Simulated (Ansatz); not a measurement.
# Ca: pressure up to the limit of the methods

The task here is to estimate one member of a computed series from the others.

Program: Ansatz 0.2.0. Level of theory: DFT, PBEsol, PAW with Ansatz's default frozen-core files, scalar-relativistic. These are calculated values, not measurements.

1 further run of the same task is left out (it didn't finish). Runs told in other sessions of the task aren't counted.

### The structure to begin with

It takes space group Pm-3m (No. 221, cubic). The conventional cell has a = 3.526 Å, b = 3.526 Å, c = 3.526 Å, α = 90.00°, β = 90.00°, γ = 90.00°. Ca (site symmetry m-3m) is surrounded by 6 Ca at 3.53 Å.

Structure file:

```
Ca
1.0
     3.52637    0.00000    0.00000
     0.00000    3.52637    0.00000
     0.00000    0.00000    3.52637
Ca
1
Direct
  0.00000 0.00000 0.00000
```

Whether this phase is the stable one at these pressures isn't tested.

The first run:

input.yaml reads:

```yaml
crystal:
  lattice:
    - [3.5263652475, 0.0, 0.0]
    - [0.0, 3.5263652475, 0.0]
    - [0.0, 0.0, 3.5263652475]
  atoms:
    - { symbol: Ca, position: [0.0, 0.0, 0.0] }
kpoints:
  mp_grid: { grid: [11, 11, 11] }
scf:
  occupations: { method: fermi_dirac, width: 0.08 }
hamiltonian:
  xc: pbesol
  pseudopotentials: { kind: paw }
output:
  forces: true
  stress: true
relax:
  f_tol: 0.005
  max_steps: 40
  cell: {}
```

Run with:

```
> ansatz run input.yaml --threads 1 --pin off --max-ram 2048MiB --backend cpu --events-out ev --progress --plain --runs-dir out
```

Steps of the session up to this table: Cell relaxed at zero pressure, PAW; Volume scaled by 1, PAW; Volume scaled by 0.9, PAW; Volume scaled by 0.8, PAW; Volume scaled by 0.7, PAW; Volume scaled by 0.6, PAW; Volume scaled by 0.5, PAW; Volume scaled by 0.4, PAW; Volume scaled by 0.4, PAW (cutoff 250 eV).

One table of the session follows, with a row left open; its other results are not shown here.

```
             method  volume over the first  volume (Å³/atom)  pressure (GPa)
                PAW                      1            41.497            0.02
                PAW                    0.9            37.347            1.43
                PAW                    0.8            33.198            3.56
                PAW                    0.7            29.048            6.92
                PAW                    0.6                 ?               ?
                PAW                    0.5            20.748           24.87
                PAW                    0.4            16.599           46.65
PAW (cutoff 250 eV)                    0.4            16.599           48.22
```

**Question.** Estimate the row for PAW, 0.6.

The run gave: volume (Å³/atom): 24.898; pressure (GPa): 12.95. In the column «volume (Å³/atom)» it lies between PAW, 0.5 (20.748) and PAW, 0.7 (29.048).

Caveats from the session: Warnings in the runs' records: cutoff below recommended.
